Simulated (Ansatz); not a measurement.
# Trimethylsilanol (C₃H₁₀OSi): one species, many methods

How much do the methods differ for trimethylsilanol (C₃H₁₀OSi)? The plan is to run it at one geometry with functionals of several rungs and with coupled cluster. The yardstick is the atomisation energy at the CCSD(T) limit.

Computed with Ansatz 0.2.0, Gaussian basis. Level: functionals in def2-TZVPP, the program's frozen cores in correlated methods.

The runs, in order: LDA (SPW92), PBE-D4, revPBE-D4, BLYP-D4, r2SCAN-D4, B97M-V, PBE0-D4, B3LYP-D4, r2SCANh-D4, r2SCAN0-D4, HSE06-D4, BHLYP-D4, CAM-B3LYP-D4, LC-ωPBE, ωB97X-V, ωB97M-V, B2PLYP, PBE-QIDH; CCSD(T)/def2-SVP; CCSD(T)/def2-TZVPP; MP2/def2-QZVPP; extrapolation to the limit; RPA on PBE.

## Step 1: The geometry

The geometry comes from an earlier relaxation with PBE0-D4 in a triple-zeta def2 set; it is a stationary point, not always the lowest conformer.

SMILES `C[Si](C)(C)O`, 15 atoms, charge 0, spin multiplicity 1.

Atoms are counted from 1 here; the program's logs count them from 0.

Bond lengths: C1–Si2 1.870 Å, C1–H6 1.094 Å, C1–H7 1.094 Å, C1–H8 1.093 Å, Si2–C3 1.870 Å, Si2–C4 1.861 Å, Si2–O5 1.660 Å, C3–H9 1.094 Å, C3–H10 1.093 Å, C3–H11 1.094 Å, C4–H12 1.093 Å, C4–H13 1.093 Å, C4–H14 1.093 Å, O5–H15 0.957 Å. Angles: Si2–C1–H6 111.5°, Si2–C1–H7 111.0°, Si2–C1–H8 111.0°, H6–C1–H7 107.4°, H6–C1–H8 107.9°, H7–C1–H8 107.9°, C1–Si2–C3 109.3°, C1–Si2–C4 111.0°, C1–Si2–O5 110.3°, C3–Si2–C4 111.0°, C3–Si2–O5 110.3°, C4–Si2–O5 104.8°, Si2–C3–H9 111.5°, Si2–C3–H10 111.0°, Si2–C3–H11 111.0°, H9–C3–H10 107.9°, H9–C3–H11 107.4°, H10–C3–H11 107.9° and more.

## Step 2: LDA

This LDA is Slater exchange with PW92 correlation.

File in.yaml:

```yaml
crystal:
  periodic: [false, false, false]
  atoms:
    - {symbol: C, position_ang: [-1.759877, 0.191157, 0.071547]}
    - {symbol: Si, position_ang: [0.089934, 0.200958, -0.204703]}
    - {symbol: C, position_ang: [0.959904, 0.370301, 1.442324]}
    - {symbol: C, position_ang: [0.639298, -1.339504, -1.093221]}
    - {symbol: O, position_ang: [0.516210, 1.448059, -1.213449]}
    - {symbol: H, position_ang: [-2.095926, 1.106041, 0.568336]}
    - {symbol: H, position_ang: [-2.057499, -0.651740, 0.701974]}
    - {symbol: H, position_ang: [-2.296746, 0.107885, -0.876869]}
    - {symbol: H, position_ang: [0.664525, 1.288053, 1.959263]}
    - {symbol: H, position_ang: [2.044777, 0.393480, 1.311289]}
    - {symbol: H, position_ang: [0.718266, -0.468673, 2.101282]}
    - {symbol: H, position_ang: [0.405104, -2.234431, -0.510605]}
    - {symbol: H, position_ang: [1.717688, -1.322699, -1.268860]}
    - {symbol: H, position_ang: [0.142189, -1.426988, -2.062387]}
    - {symbol: H, position_ang: [0.312155, 2.338100, -0.925931]}
basis:
  gaussian: {orbitals: def2-TZVPP}
hamiltonian: {xc: lda}
output: {orbitals: {seedname: orbitals}}
```

Run with:

```console
$ ansatz run in.yaml --threads 2 --pin off --events-out ev --progress --plain --max-ram 32768MiB --backend cpu
```

After this run come: PBE-D4 (GGA); revPBE-D4 (GGA); BLYP-D4 (GGA); r2SCAN-D4 (meta-GGA); B97M-V (meta-GGA); B3LYP-D4 (hybrid); r2SCANh-D4 (hybrid); r2SCAN0-D4 (hybrid); HSE06-D4 (hybrid); BHLYP-D4 (hybrid); CAM-B3LYP-D4 (range-separated); LC-ωPBE (range-separated); ωB97X-V (range-separated); ωB97M-V (range-separated); B2PLYP (double hybrid); PBE-QIDH (double hybrid); CCSD(T) in def2-SVP; CCSD(T) in def2-TZVPP; MP2 in def2-QZVPP; RPA on PBE orbitals.

Q: Predict the results of all the runs planned. Wanted: atomisation energy, CCSD(T)/CBS; farthest beyond LDA; mean size of error, GGA; mean size of error, meta-GGA; mean size of error, hybrid; mean size of error, range-separated; mean size of error, double hybrid; gap, smallest and largest; T1 diagnostic.

**Answer**, as computed:

| quantity | value |
| --- | --- |
| atomisation energy, CCSD(T)/CBS | 5781.3 kJ/mol |
| functionals within 28.9 kJ/mol (0.5 %) | r2SCAN-D4, B97M-V, PBE0-D4, B3LYP-D4, r2SCANh-D4, HSE06-D4, CAM-B3LYP-D4, ωB97X-V, ωB97M-V |
| farthest beyond LDA | BHLYP-D4 (-129.7 kJ/mol) |
| mean size of error, GGA | 54.7 kJ/mol |
| mean size of error, meta-GGA | 2.3 kJ/mol |
| mean size of error, hybrid | 40.0 kJ/mol |
| mean size of error, range-separated | 14.2 kJ/mol |
| mean size of error, double hybrid | 53.9 kJ/mol |
| gap, smallest and largest | 6.34 eV (BLYP-D4), 13.51 eV (LC-ωPBE) |
| T1 diagnostic | 0.0098 |
| triples share of the correlation energy | 3.5 % |

In words: The LDA atomisation energy is off by 701.1 kJ/mol (12 %): it overbinds. PBE-D4 misses by +44.3 kJ/mol. Double hybrids carry the basis error of their MP2 part in triple zeta, and no dispersion term here, so their miss is partly the set-up's. The rungs meta-GGA, range-separated miss on average by less than the doubt on the reference (28.9 kJ/mol), so they tie. Misses under about 28.9 kJ/mol are within the doubt on the reference itself, which lacks core-valence correlation, relativity and higher excitations. Hartree-Fock recovers 76 % of the binding; the rest is correlation. CCSD(T) in def2-SVP is off by -317.6 kJ/mol, which most functionals beat. The gap grows from 6.3 to 13.5 eV across the functionals, mostly with the share of exact exchange.
